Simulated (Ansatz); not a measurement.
# InH4 (doublet): from Hartree-Fock to the top rungs, def2-TZVPD

The task here is to estimate one member of a computed series from the others.

Method: def2-TZVPD, core rule «outside noble gas», up to 9 orbitals frozen; program: Ansatz 0.2.0, Gaussian basis.

To be run: UHF; CCSD(T) on ROHF; CCSD(T) on UHF; BCCD(T) on ROHF; CCSDT(Q) on ROHF; CCSDT(Q) on UHF; CASSCF and MRCISD+Q, 7 electrons in 8 orbitals; CASSCF and NEVPT2, 7 electrons in 8 orbitals.

2 further runs of the same task are left out: 2 set aside as unsound or not needed.

## The system

The geometry is a PBE0/def2-TZVPD stationary point (not a proven minimum) of the parent state, kept for this charge and spin. No spin-orbit coupling is included. Elements past krypton take def2 core potentials.

5 atoms, charge 0, spin multiplicity 2.

Atoms are counted from 1 here; the program's logs count them from 0.

Bond lengths: In1–H2 1.786 Å, In1–H3 1.786 Å, In1–H4 1.786 Å, In1–H5 1.786 Å. Angles: H2–In1–H3 90.0°, H2–In1–H4 180.0°, H2–In1–H5 90.0°, H3–In1–H4 90.0°, H3–In1–H5 180.0°, H4–In1–H5 90.0°.

The first run:

File in.yaml:

```yaml
crystal:
  periodic: [false, false, false]
  atoms:
    - {symbol: In, position_ang: [0.000000, 0.000000, 0.000000]}
    - {symbol: H, position_ang: [1.263100, 0.000000, 1.263100]}
    - {symbol: H, position_ang: [-1.263100, 0.000000, 1.263100]}
    - {symbol: H, position_ang: [-1.263100, 0.000000, -1.263100]}
    - {symbol: H, position_ang: [1.263100, 0.000000, -1.263100]}
basis:
  gaussian: {orbitals: def2-TZVPD}
magnetization: {spin_polarized: true, initial_magnetization: 1}
hamiltonian: {xc: hf}
output: {orbitals: {seedname: orbitals}}
```

The run is started by

```
$ ansatz run in.yaml --threads 1 --pin off --events-out ev --progress --plain --max-ram 4096MiB --backend cpu
```

Steps of the session up to this table: UHF; CCSD(T) on ROHF; CCSD(T) on UHF; BCCD(T) on ROHF; CCSDT(Q) on ROHF; CCSDT(Q) on UHF; CASSCF and MRCISD+Q, 7 electrons in 8 orbitals; CASSCF and NEVPT2, 7 electrons in 8 orbitals.

One of the session's tables, all rows but one given; the rest of the session is left out.

| method | from UCCSDT(Q) (kcal/mol) |
| --- | --- |
| ROHF | +89.62 |
| UHF | +80.83 |
| RMP2 | +21.44 |
| UMP2 | +21.97 |
| RCCSD | +2.84 |
| UCCSD | +2.51 |
| RCCSD(T) | +0.76 |
| UCCSD(T) | +0.65 |
| BCCD(T) | +0.79 |
| RCCSDT | +0.22 |
| UCCSDT | +0.05 |
| RCCSDT(Q) | +0.17 |
| UCCSDT(Q) | 0 |
| CASSCF valence | ? |
| NEVPT2 valence | +12.38 |
| MRCISD valence | +1.88 |
| MRCISD+Q valence | -0.17 |

**Question.** Estimate the row for CASSCF valence.

As computed: from UCCSDT(Q) (kcal/mol): +46.68. In the column «from UCCSDT(Q) (kcal/mol)» it lies between UMP2 (+21.97) and UHF (+80.83).

Some runs used a GPU and others CPU threads alone; cost is compared among the CPU runs only.

To keep in mind: Of the multireference levels listed MRCISD+Q valence comes nearest in total energy (-0.17 kcal/mol), which doesn't show that its space is the better one. Restricted and unrestricted rows rest on different reference determinants; where their highest levels disagree by more than a few hundredths of an eV, they describe different states and don't form one ladder.
